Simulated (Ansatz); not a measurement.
# BN (cubic boron nitride): the cost of one run

Computed with Ansatz 0.2.0 (DFT r2SCAN, scalar-relativistic, plane waves, PAW, unless a step's input says otherwise).

### Step 1. The structure to begin with

The structure is cubic, space group F-43m (No. 216). The conventional cell has a = 3.615 Å, b = 3.615 Å, c = 3.615 Å, α = 90.00°, β = 90.00°, γ = 90.00°. B (site symmetry -43m) is surrounded by 4 N at 1.57 Å. Around N (site symmetry -43m) lie 4 B at 1.57 Å.

Coordinates:

```xyz
2
Lattice="0.0000 1.8075 1.8075 1.8075 0.0000 1.8075 1.8075 1.8075 0.0000" Properties=species:S:1:pos:R:3 pbc="T T T"
B     0.0000    0.0000    0.0000
N     0.9038    0.9038    0.9038
```

### Step 2. Relaxing cell and atoms: BN (cubic boron nitride), no spin

The input, input.yaml:

```yaml
crystal:
  lattice:
    - [0.0, 1.8075, 1.8075]
    - [1.8075, 0.0, 1.8075]
    - [1.8075, 1.8075, 0.0]
  atoms:
    - { symbol: B, position: [0.0, 0.0, 0.0] }
    - { symbol: "N", position: [0.25, 0.25, 0.25] }
scf:
  occupations: { method: fixed }
output:
  forces: true
  stress: true
  eigenvalues: true
  write_density: true
  write_potential: true
  elf: true
  volumetric_format: npy
hamiltonian:
  xc: r2scan
kpoints:
  mp_grid: { grid: [10, 10, 10] }
basis:
  ecutwfc: 600
relax:
  f_tol: 0.002
  max_steps: 60
  cell: { stress_tol: 0.01 }
```

Started as:

```console
ansatz run input.yaml --threads 4 --pin off --max-ram 9216MiB --backend cpu --events-out ev --progress --plain --runs-dir out
```

What time and memory should one allow on 4 threads of Intel Xeon Platinum 8488C (Sapphire Rapids), shared host?

About 2.2 s, with a peak of 0.39 GiB.
